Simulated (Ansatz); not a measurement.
# C₃H₆AlCl₂N: a ladder of functionals and wavefunction methods

One table from this session's results is given with a row withheld; the runs are named, their logs left out.

Computed with Ansatz 0.2.0, Gaussian basis. Level: functionals in def2-TZVPP, the program's frozen cores in correlated methods.

The runs, in order: LDA (SPW92), PBE-D4, revPBE-D4, BLYP-D4, r2SCAN-D4, B97M-V, PBE0-D4, B3LYP-D4, r2SCANh-D4, r2SCAN0-D4, HSE06-D4, BHLYP-D4, CAM-B3LYP-D4, LC-ωPBE, ωB97X-V, ωB97M-V, B2PLYP, PBE-QIDH; CCSD(T)/def2-SVP; MP2/def2-TZVPP; MP2/def2-QZVPP; RPA on PBE.

### Structure used throughout

The geometry comes from an earlier relaxation with PBE0-D4 in a triple-zeta def2 set; it is a stationary point, not always the lowest conformer.

SMILES `CC#[N+][Al-]([CH3])([Cl])[Cl]`, 13 atoms, charge 0, spin multiplicity 1.

Atoms are counted from 1 here; the program's logs count them from 0.

Bond lengths: C1–C2 1.440 Å, C1–H8 1.091 Å, C1–H9 1.091 Å, C1–H10 1.091 Å, C2–N3 1.142 Å, N3–Al4 2.004 Å, Al4–C5 1.942 Å, Al4–Cl6 2.131 Å, Al4–Cl7 2.131 Å, C5–H11 1.094 Å, C5–H12 1.094 Å, C5–H13 1.094 Å. Angles: C2–C1–H8 109.7°, C2–C1–H9 109.4°, C2–C1–H10 109.4°, H8–C1–H9 109.4°, H8–C1–H10 109.4°, H9–C1–H10 109.4°, C1–C2–N3 179.5°, C2–N3–Al4 176.3°, N3–Al4–C5 104.9°, N3–Al4–Cl6 98.7°, N3–Al4–Cl7 98.7°, C5–Al4–Cl6 117.8°, C5–Al4–Cl7 117.8°, Cl6–Al4–Cl7 114.0°, Al4–C5–H11 110.6°, Al4–C5–H12 111.7°, Al4–C5–H13 111.7°, H11–C5–H12 107.2° and more.

The first run:

in.yaml reads:

```yaml
crystal:
  periodic: [false, false, false]
  atoms:
    - {symbol: C, position_ang: [1.238420, -0.124107, 2.712376]}
    - {symbol: C, position_ang: [0.673083, 0.120532, 1.410834]}
    - {symbol: N, position_ang: [0.226535, 0.323874, 0.379437]}
    - {symbol: Al, position_ang: [-0.529098, 0.806861, -1.412852]}
    - {symbol: C, position_ang: [-1.137422, -0.874759, -2.169581]}
    - {symbol: Cl, position_ang: [-2.007164, 2.202572, -0.772740]}
    - {symbol: Cl, position_ang: [1.205807, 1.709429, -2.260149]}
    - {symbol: H, position_ang: [1.197992, -1.191063, 2.936848]}
    - {symbol: H, position_ang: [2.277007, 0.210653, 2.725320]}
    - {symbol: H, position_ang: [0.670621, 0.426968, 3.463913]}
    - {symbol: H, position_ang: [-1.568275, -0.716572, -3.162608]}
    - {symbol: H, position_ang: [-1.911082, -1.340661, -1.552115]}
    - {symbol: H, position_ang: [-0.316025, -1.588327, -2.283783]}
basis:
  gaussian: {orbitals: def2-TZVPP}
hamiltonian: {xc: lda}
output: {orbitals: {seedname: orbitals}}
```

Started as:

```
ansatz run in.yaml --threads 4 --pin off --events-out ev --progress --plain --max-ram 11315MiB
```

Among the steps run: LDA; PBE-D4 (GGA); revPBE-D4 (GGA); BLYP-D4 (GGA); r2SCAN-D4 (meta-GGA); B97M-V (meta-GGA); PBE0-D4 (hybrid); B3LYP-D4 (hybrid); r2SCANh-D4 (hybrid); r2SCAN0-D4 (hybrid); HSE06-D4 (hybrid); BHLYP-D4 (hybrid); CAM-B3LYP-D4 (range-separated); LC-ωPBE (range-separated); ωB97X-V (range-separated); ωB97M-V (range-separated); B2PLYP (double hybrid); PBE-QIDH (double hybrid).

One table of the session follows, with a row left open; its other results are not shown here.

It belongs to the step «Orbital energies across the functionals». 

| functional | HOMO (eV) | gap (eV) |
| --- | --- | --- |
| LDA (SPW92) | -6.45 | 3.99 |
| PBE-D4 | -6.31 | 4.07 |
| revPBE-D4 | -6.25 | 4.10 |
| BLYP-D4 | -6.16 | 4.04 |
| r2SCAN-D4 | -6.59 | 4.58 |
| B97M-V | ? | ? |
| PBE0-D4 | -7.61 | 6.43 |
| B3LYP-D4 | -7.37 | 5.92 |
| r2SCANh-D4 | -7.08 | 5.44 |
| r2SCAN0-D4 | -7.81 | 6.75 |
| HSE06-D4 | -7.21 | 5.64 |
| BHLYP-D4 | -8.81 | 8.78 |
| CAM-B3LYP-D4 | -8.97 | 8.96 |
| LC-ωPBE | -10.37 | 11.57 |
| ωB97X-V | -10.00 | 11.11 |
| ωB97M-V | -9.83 | 10.85 |

Estimate the missing values for B97M-V.

As computed: HOMO (eV): -6.67; gap (eV): 4.76. In the column «HOMO (eV)» it lies between r2SCANh-D4 (-7.08) and r2SCAN-D4 (-6.59).
